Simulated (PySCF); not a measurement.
# C6H7F: electronic excitations

Wanted: the electronic excitations of C6H7F (`C=C/C=C/C(=C)F`), by calculation.

The runs use PySCF 2.14.0, with density-fitted response routines of our own; the level of theory stands in each step. All values are computed, except where a source is named. Atoms are numbered from 0 throughout.

**1. The starting structure**

14 atoms, charge 0, multiplicity 1; geometry from: GFN2-xTB.

Bonds of the start (Å): C0–C1 1.33, C1–C2 1.44, C2–C3 1.34, C3–C4 1.44, C4–C5 1.33, C4–F6 1.36, C0–H7 1.08, C0–H8 1.08, C1–H9 1.08, C2–H10 1.08, C3–H11 1.08, C5–H12 1.07, C5–H13 1.07.

**2. TDDFT and polarisability: B3LYP/def2-SVPD**

What the job is given:

```
{"job": {"kind": "uv", "xc": "B3LYP", "basis": "def2-SVPD", "nstates": 8, "ntriplets": 3}, "charge": 0, "multiplicity": 1}
C      2.995336     0.238506     0.813086
C      1.861443    -0.384898     0.500107
C      0.584308     0.274942     0.453939
C     -0.564364    -0.346181     0.140330
C     -1.847291     0.309302     0.092168
C     -3.015139    -0.253102    -0.209365
F     -1.827374     1.632480     0.389530
H      3.011336     1.289155     1.052082
H      3.940057    -0.275834     0.841161
H      1.866271    -1.441094     0.263073
H      0.573292     1.331177     0.688867
H     -0.578581    -1.400374    -0.097891
H     -3.077217    -1.296732    -0.450795
H     -3.922757     0.322180    -0.218433
```

Level: TDDFT B3LYP/def2-SVPD, vertical, gas phase, core orbitals frozen in the response.

Run with:

```bash
> OMP_NUM_THREADS=1 python probes_run.py task.json out
```

This one command runs all jobs of the session in turn.

Predict these results of the whole session: lowest singlet (B3LYP/def2-SVPD); lowest triplet; surface potential, 1st and 99th percentile.

The runs gave:

| quantity | value |
| --- | --- |
| lowest singlet (B3LYP/def2-SVPD) | 4.74 eV (262 nm), f = 1.031 |
| lowest triplet | 2.55 eV |
| surface potential, 1st and 99th percentile | -0.84 V and 1.04 V |

The lowest singlet, at 4.74 eV, is HOMO→LUMO 0.98 and is bright. The lowest triplet lies 2.19 eV below the lowest singlet (triplets in Tamm-Dancoff, singlets in full TDDFT). At B3LYP/def2-SVPD, counted by nearest atom on the grid, the HOMO lies on C0, C5 about 19 % each; C2, C3 about 15 % each, the LUMO on 4 C atoms about 15 % each; C1, C4 about 7 % each.
